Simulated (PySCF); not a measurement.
# CuNH4O (SMILES [NH2][Cu-][OH2+]): levels of theory compared

Wanted: a comparison of 6 runs (HF/3-21G, HF/def2-SVP, TPSSh/6-31G*, B3LYP/6-31G*, TPSS/def2-SVPD, MP2/cc-pVDZ) of CuNH4O. 

The results are computed with PySCF 2.14.0.

### Step 1. The molecule

CuNH4O: 7 atoms, total charge 0, spin state singlet. As SMILES, `[NH2][Cu-][OH2+]`. Geometry: a GFN2-xTB relaxation, a rough one for these elements and not checked as a minimum. This is one conformer, not always the lowest.

Bond lengths: N1–Cu2 1.770 Å, Cu2–O3 1.861 Å, N1–H4 1.011 Å, N1–H5 1.011 Å, O3–H6 0.972 Å, O3–H7 0.972 Å. Angles: N1–Cu2–O3 175.6°, Cu2–N1–H4 117.6°, Cu2–N1–H5 117.2°, Cu2–O3–H6 100.0°, Cu2–O3–H7 99.8°, H4–N1–H5 106.3°, H6–O3–H7 108.9°.

### Step 2. Energy and gradient at HF/3-21G (run 1)

File calc.py:

```python
# [NH2][Cu-][OH2+]
import pyscf.grad
from pyscf import gto, scf

system = gto.M(
    atom='''
N   -1.094380   1.198870  -0.550480
Cu  -0.000880  -0.020650   0.121230
O    1.149070  -1.364360   0.699970
H   -0.784680   2.160840  -0.541550
H   -2.045840   1.204080  -0.210160
H    0.799870  -2.115830   0.192440
H    1.976840  -1.062950   0.288530
''',
    basis='3-21g',
    verbose=4,
    max_memory=1860,
)

mf = scf.RHF(system)
mf.conv_tol = 1e-10
mf.kernel()
if not mf.converged:
    mf = mf.newton().run(mf.mo_coeff, mf.mo_occ)

etot = mf.e_tot
print('E = %.10f Eh' % etot)
grad = mf.Gradients().kernel()
mf.analyze()
```

The run is started by

```
OMP_NUM_THREADS=1 python calc.py
```

The log of the run:

```text
PySCF version 2.14.0

[... 89 lines left out ...]
One-electron Energy =                -2824.642428807795113
[... 9 lines left out ...]
MO #5   energy= -35.3610125627146  occ= 2
[... 7 lines left out ...]
MO #13  energy= -0.994217022662228 occ= 2
[... 7 lines left out ...]
MO #21  energy= -0.391572705532388 occ= 2
[... 7 lines left out ...]
MO #29  energy= 0.186546343420996  occ= 0
[... 7 lines left out ...]
MO #37  energy= 1.14763545527701   occ= 0
[... 7 lines left out ...]
MO #45  energy= 1.91868569944746   occ= 0
[... 7 lines left out ...]
MO #53  energy= 4.45645145065929   occ= 0
[... 63 lines left out ...]
Dipole moment(X, Y, Z, Debye):  3.79251, -3.85439,  0.90713
```

It took 4.2 s on 1 thread of Intel Xeon at 2.70GHz, shared host; peak memory 0.13 GiB.

### Step 3. Energy and forces at HF/def2-SVP (run 2)

File run.py:

```python
from pyscf import gto, scf

mol = gto.M(
    atom=[
    ('N', (-1.094380, 1.198870, -0.550480)),
    ('Cu', (-0.000880, -0.020650, 0.121230)),
    ('O', (1.149070, -1.364360, 0.699970)),
    ('H', (-0.784680, 2.160840, -0.541550)),
    ('H', (-2.045840, 1.204080, -0.210160)),
    ('H', (0.799870, -2.115830, 0.192440)),
    ('H', (1.976840, -1.062950, 0.288530)),
],
    basis='def2-svp',
    verbose=3,
    charge=0,
    max_memory=1860,
)

hf = scf.RHF(mol)
hf.conv_tol = 1e-10
hf.kernel()
if not hf.converged:
    hf = hf.newton().run(hf.mo_coeff, hf.mo_occ)

etot = hf.e_tot
print(f'total energy: {etot:.8f} hartree')
grad = hf.nuc_grad_method().kernel()
dip = hf.dip_moment()
pop, q = hf.mulliken_pop()
```

The run is started by

```
OMP_NUM_THREADS=1 python run.py
```

The log of the run:

```text
converged SCF energy = -1770.21015679953
total energy: -1770.21015680 hartree
[... 10 lines left out ...]
Dipole moment(X, Y, Z, Debye):  4.03881, -4.12784,  1.03057
[... 87 lines left out ...]
charge of    6H =      0.24433
```

It took 8.4 s on 1 thread of Intel Xeon at 2.70GHz, shared host; peak memory 0.16 GiB.

Runs 3 to 4 aren't shown in full; the table further down has their settings and results.

### Step 4. Energy and gradient at TPSS/def2-SVPD (run 5)

File calc.py:

```python
import pyscf.grad
from pyscf import gto, dft

molecule = gto.M(
    atom='''
N     -2.068078     2.265536    -1.040256
Cu    -0.001663    -0.039023     0.229091
O      2.171428    -2.578267     1.322752
H     -1.482830     4.083396    -1.023381
H     -3.866077     2.275381    -0.397145
H      1.511535    -3.998339     0.363659
H      3.735686    -2.008684     0.545243
''',
    basis='def2-svpd',
    unit='bohr',
    charge=0,
    verbose=3,
    spin=0,
    max_memory=1860,
)

mf = dft.RKS(molecule, xc='tpss')
mf.grids.level = 5
mf.conv_tol = 1e-10
mf.kernel()
if not mf.converged:
    mf = mf.newton().run(mf.mo_coeff, mf.mo_occ)

e_tot = mf.e_tot
print('E = %.10f Eh' % e_tot)
grad = mf.Gradients().kernel()
dip = mf.dip_moment()
pop, q = mf.mulliken_pop()
```

The run is started by

```
OMP_NUM_THREADS=1 python calc.py
```

The log of the run:

```text
converged SCF energy = -1772.63707319756
[... 11 lines left out ...]
Dipole moment(X, Y, Z, Debye):  3.14850, -3.31861,  0.65467
[... 117 lines left out ...]
charge of    6H =      0.23683
```

Run time: 82 s. Hardware: 1 thread of Intel Xeon at 2.70GHz, shared host; peak memory 1.1 GiB.

### Step 5. Energy and gradient at MP2/cc-pVDZ (run 6)

File geometry.xyz:

```xyz
7

N     -1.094380     1.198870    -0.550480
Cu    -0.000880    -0.020650     0.121230
O      1.149070    -1.364360     0.699970
H     -0.784680     2.160840    -0.541550
H     -2.045840     1.204080    -0.210160
H      0.799870    -2.115830     0.192440
H      1.976840    -1.062950     0.288530
```

File input.py:

```python
# [NH2][Cu-][OH2+]
import pyscf.grad
from pyscf import gto, scf, mp

mol = gto.M(
    atom='geometry.xyz',
    max_memory=1860,
    basis='cc-pvdz',
    verbose=4,
    charge=0,
)

mf = scf.RHF(mol)
mf.conv_tol = 1e-10
mf.kernel()
if not mf.converged:
    mf = mf.newton().run(mf.mo_coeff, mf.mo_occ)

pt = mp.MP2(mf, frozen=7).run()
energy = pt.e_tot
print(f'total energy: {energy:.8f} hartree')
grad = pt.Gradients().kernel()
mf.analyze()
```

The run is started by

```
OMP_NUM_THREADS=1 python input.py
```

The log of the run:

```text
PySCF version 2.14.0

[... 90 lines left out ...]
Total Energy =                       -1770.596500234242740
[... 13 lines left out ...]
MO #7   energy= -15.4435147401902  occ= 2
[... 11 lines left out ...]
MO #19  energy= -0.480291706396569 occ= 2
[... 11 lines left out ...]
MO #31  energy= 0.313868479154694  occ= 0
[... 11 lines left out ...]
MO #43  energy= 0.938659830253023  occ= 0
[... 11 lines left out ...]
MO #55  energy= 1.62740414532872   occ= 0
[... 11 lines left out ...]
MO #67  energy= 2.3948321935522    occ= 0
[... 11 lines left out ...]
MO #79  energy= 3.44105849611165   occ= 0
[... 11 lines left out ...]
MO #91  energy= 5.66147883826344   occ= 0
[... 101 lines left out ...]
Dipole moment(X, Y, Z, Debye):  3.82485, -3.96161,  0.88054
```

It took 45 s on 1 thread of Intel Xeon at 2.70GHz, shared host; peak memory 1.1 GiB.

### Step 6. Overview of the runs

```csv
run,level,integration grid,Cartesian functions,energy (Eh),dipole moment (D) of the reference,HOMO energy (eV),LUMO energy (eV),wall time
1,HF/3-21G,–,no,-1761.630118,5.48,-6.34,0.00,4.2 s
2,HF/def2-SVP,–,no,-1770.210157,5.87,-7.70,1.71,8.4 s
3,TPSSh/6-31G* (spherical functions),5,no,-1772.575315,4.22,-3.66,-0.75,51 s
4,B3LYP/6-31G* (Cartesian functions),5,yes,-1772.635434,4.20,-4.40,-0.81,40 s
5,TPSS/def2-SVPD,5,no,-1772.637073,4.62,-3.81,-1.70,82 s
6,MP2/cc-pVDZ,–,no,-1771.706116,5.58,-7.86,1.59,45 s
```

### Step 7. Outcome

```
                                          quantity           value
                               run 6: total energy  -1771.70612 Eh
       run 6: dipole moment (Hartree–Fock density)          5.58 D
        run 6: HOMO energy (Hartree–Fock orbitals)        -7.86 eV
        run 6: LUMO energy (Hartree–Fock orbitals)         1.59 eV
      run 6: HOMO–LUMO gap (Hartree–Fock orbitals)         9.45 eV
run 6: correlation energy (7 core orbitals frozen)     -1109.6 mEh
                   run 6: largest force on an atom      1.172 eV/Å
```

In words: Over runs 1, 2, 3, 4, 5 the dipole moment (its size) runs from 4.20 D (B3LYP/6-31G*) to 5.87 D (HF/def2-SVP). The two ends differ in method and basis. Over runs 1, 2, 3, 4, 5 the HOMO–LUMO gap runs from 2.11 eV (TPSS/def2-SVPD) to 9.40 eV (HF/def2-SVP). Totals of different functionals can't be ranked against each other. All runs together took 3.9 min, the longest 82 s.
